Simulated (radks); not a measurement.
# Ni in [Ar] 3d7 4s2 5s1: an all-electron calculation

Wanted: eigenvalues, radial structure and energy terms of neutral nickel.

Program: radks (a radial shooting solver on a logarithmic mesh, Libxc functionals) version 1. Level of theory: Dirac Kohn-Sham, BLYP, spin-unpolarised, spherical densities, finite nucleus; open shells fill j = l - 1/2 first. These are calculated values, not measurements, unless marked.

## 1. The atom as given

| Quantity | Value |
| --- | --- |
| element | nickel (Z = 28) |
| charge | 0 |
| electrons | 28 |
| configuration | [Ar] 3d7 4s2 5s1 |
| nuclear rms radius | 3.7757 fm |

## 2. The run

Settings of this run:

```text
Z 28
configuration [Ar] 3d7 4s2 5s1 4p0 4d0 6s0 4f0
relativity Dirac
functional b88,lyp
spin unpolarised
j_filling energy
nucleus finite rms 3.7757 fm
c 137.035999084
```

What does the calculation give?

As calculated:

```
                        quantity                   value
                    total energy     -1520.44616 hartree
exchange-correlation share of it                  4.15 %
                            −T/E                  1.0163
          highest occupied level        5s1/2, -1.456 eV
    most extended occupied level  5s1/2, <r> = 7.62 bohr
 radius at density 0.001 e/bohr³               4.09 bohr
    maxima of the radial density                       4
```

**Reading.** 5 principal shells are occupied and 4 maxima appear in the radial density; where shells overlap, one shows as a shoulder or not at all. Relativity lifts −T/E to 1.016. This is not the tabulated ground configuration, so its levels and sizes aren't those of the ground state, and no measured value stands beside it.
